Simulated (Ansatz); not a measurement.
# C3H2F4O: the cost of one run

Method: the levels named in each step, in Ansatz 0.2.0.

### 1 The system as given

Bond lengths: F1–C2 1.341 Å, C2–O3 1.366 Å, C2–C4 1.469 Å, O3–C4 1.401 Å, C4–C5 1.521 Å, C5–F6 1.339 Å, C5–F7 1.342 Å, C5–F8 1.325 Å, C2–H9 1.086 Å, C4–H10 1.087 Å. Angles (14 of 19 angles, heavy atoms first): F1–C2–O3 117.2°, F1–C2–C4 119.1°, O3–C2–C4 59.1°, C2–O3–C4 64.1°, C2–C4–O3 56.8°, C2–C4–C5 120.9°, O3–C4–C5 117.3°, C4–C5–F6 110.5°, C4–C5–F7 110.5°, C4–C5–F8 113.9°, F6–C5–F7 106.4°, F6–C5–F8 107.6°, F7–C5–F8 107.7°, F1–C2–H9 111.0°.

As a file:

```xyz
10

F     1.5677    0.2519    1.3994
C     1.7081   -0.3765    0.2226
O     0.9774   -1.5142    0.0314
C     0.5784   -0.3980   -0.7157
C    -0.7508    0.2464   -0.3526
F    -1.7228   -0.1951   -1.1612
F    -0.6905    1.5764   -0.5242
F    -1.1338    0.0180    0.8948
H     2.7416   -0.3526   -0.1105
H     0.7509   -0.4404   -1.7880
```

### 2 A rough first relaxation, PBE-D4/def2-SVP

This run stands in another session on the same molecule. It ended at:

```xyz
10

F     1.5823    0.1635    1.4689
C     1.7026   -0.3852    0.2378
O     0.9664   -1.5421   -0.0085
C     0.5816   -0.3479   -0.7150
C    -0.7646    0.2616   -0.3602
F    -1.7406   -0.3046   -1.1073
F    -0.7434    1.5841   -0.6487
F    -1.0863    0.1077    0.9312
H     2.7587   -0.3781   -0.0957
H     0.7695   -0.3431   -1.8063
```

### 3 Relaxation, PBE0-D4/def2-TZVPP

File input.yaml:

```yaml
crystal:
  periodic: [false, false, false]
  atoms:
    - { symbol: F, position_ang: [1.58231478, 0.16348898, 1.46887804] }
    - { symbol: C, position_ang: [1.7025802, -0.3851849, 0.23784997] }
    - { symbol: O, position_ang: [0.96642769, -1.5420897, -0.00853567] }
    - { symbol: C, position_ang: [0.58159165, -0.34794681, -0.71499669] }
    - { symbol: C, position_ang: [-0.7645601, 0.26155729, -0.36021771] }
    - { symbol: F, position_ang: [-1.74058289, -0.30460522, -1.10727364] }
    - { symbol: F, position_ang: [-0.74339352, 1.58410511, -0.64872273] }
    - { symbol: F, position_ang: [-1.08633796, 0.10768402, 0.93122826] }
    - { symbol: H, position_ang: [2.75871197, -0.37811486, -0.0956561] }
    - { symbol: H, position_ang: [0.76953819, -0.34308392, -1.80631374] }
basis:
  gaussian: { orbitals: def2-TZVPP }
hamiltonian:
  xc: pbe0
  dispersion: d4
relax:
  f_tol: 0.002
  max_steps: 150
```

Command:

```bash
$ ansatz run input.yaml --threads 4 --pin off --max-ram 10240MiB --backend cpu --events-out ev --progress --plain --runs-dir out
```

**Question.** How long does this run take on 4 threads of Arm Neoverse V2, shared host, and how much memory does it need?

About 55 s, with a peak of 0.88 GiB.
